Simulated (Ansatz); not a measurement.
**Al2H2Cl4: from a rough start to a minimum**

Aim: relax Al2H2Cl4 from a cheap starting geometry, then compute its harmonic vibrations to see whether it is a minimum and to get the zero-point energy and entropy.

Program: Ansatz 0.2.0, Gaussian basis. Level of theory: RKS PBE0-D4/def2-TZVP. These are calculated values, not measurements.

Plan: relaxation at PBE0-D4/def2-TZVP; harmonic vibrations at the same level.

1 further run of the same task is left out (set aside as unsound or not needed).

### Step 1. The starting structure

SMILES `[Cl][AlH-]1[Cl+][AlH-]([Cl])[Cl+]1`, 8 atoms, charge 0, spin multiplicity 1.

Atoms are counted from 1 here; the program's logs count them from 0.

Bond lengths: Cl1–Al2 2.019 Å, Al2–Cl3 2.211 Å, Al2–Cl6 2.209 Å, Al2–H7 1.528 Å, Cl3–Al4 2.210 Å, Al4–Cl5 2.018 Å, Al4–Cl6 2.210 Å, Al4–H8 1.529 Å. Angles: Cl1–Al2–Cl3 114.7°, Cl1–Al2–Cl6 114.8°, Cl1–Al2–H7 123.4°, Cl3–Al2–Cl6 89.7°, Cl3–Al2–H7 104.2°, Cl6–Al2–H7 104.4°, Al2–Cl3–Al4 87.7°, Cl3–Al4–Cl5 114.8°, Cl3–Al4–Cl6 89.7°, Cl3–Al4–H8 104.2°, Cl5–Al4–Cl6 114.9°, Cl5–Al4–H8 123.4°, Cl6–Al4–H8 104.2°, Al2–Cl6–Al4 87.8°.

The start is a GFN2-xTB geometry.

### Step 2. Relaxation at PBE0-D4/def2-TZVP

Contents of in.yaml:

```yaml
crystal:
  periodic: [false, false, false]
  atoms:
    - {symbol: Cl, position_ang: [2.374500, 0.557610, -2.233990]}
    - {symbol: Al, position_ang: [1.428760, 0.295620, -0.468970]}
    - {symbol: Cl, position_ang: [0.194090, -1.534810, -0.345700]}
    - {symbol: Al, position_ang: [-1.403040, -0.292050, 0.543180]}
    - {symbol: Cl, position_ang: [-3.245350, -0.607050, -0.219020]}
    - {symbol: Cl, position_ang: [-0.386830, 1.524020, -0.199640]}
    - {symbol: H, position_ang: [2.136460, 0.363360, 0.883060]}
    - {symbol: H, position_ang: [-1.098590, -0.306710, 2.041070]}
basis:
  gaussian: {orbitals: def2-TZVP}
hamiltonian: {xc: pbe0, dispersion: d4}
relax: {f_tol: 0.005, max_steps: 150}
```

Launch:

```sh
$ ansatz run in.yaml --threads 4 --pin off --events-out ev --progress --plain --max-ram 10444MiB
```

After this run come: Harmonic vibrations.

Before running them: what should the planned runs give, taken together? Wanted: point group; shift from the start; total energy; dispersion term; dipole moment; lowest, highest wavenumber; zero-point energy.

The runs gave:

| quantity | value |
| --- | --- |
| point group | C2v |
| steps | 17 |
| shift from the start (rms) | 0.532 Å |
| total energy | -63305.1737 eV |
| dispersion term | -307 meV |
| dipole moment | 1.80 D |
| lowest, highest wavenumber | 21, 2018 cm⁻¹ |
| zero-point energy | 13.7 kcal/mol |
| entropy at 298.15 K | 415.9 J/(mol K) |

The atoms moved 0.53 Å (rms) from the start; the bond that changed most is Al2–Cl6, from 2.209 to 2.283 Å. All wavenumbers are real, so the end point is a minimum. The stiffest mode, 2018 cm⁻¹, is an Al–H stretch, and 5 modes under 200 cm⁻¹ make the vibrational entropy uncertain. Harmonic hybrid wavenumbers usually lie a few per cent above measured fundamentals. The largest Mulliken charge, +0.47 e, sits on Al4.
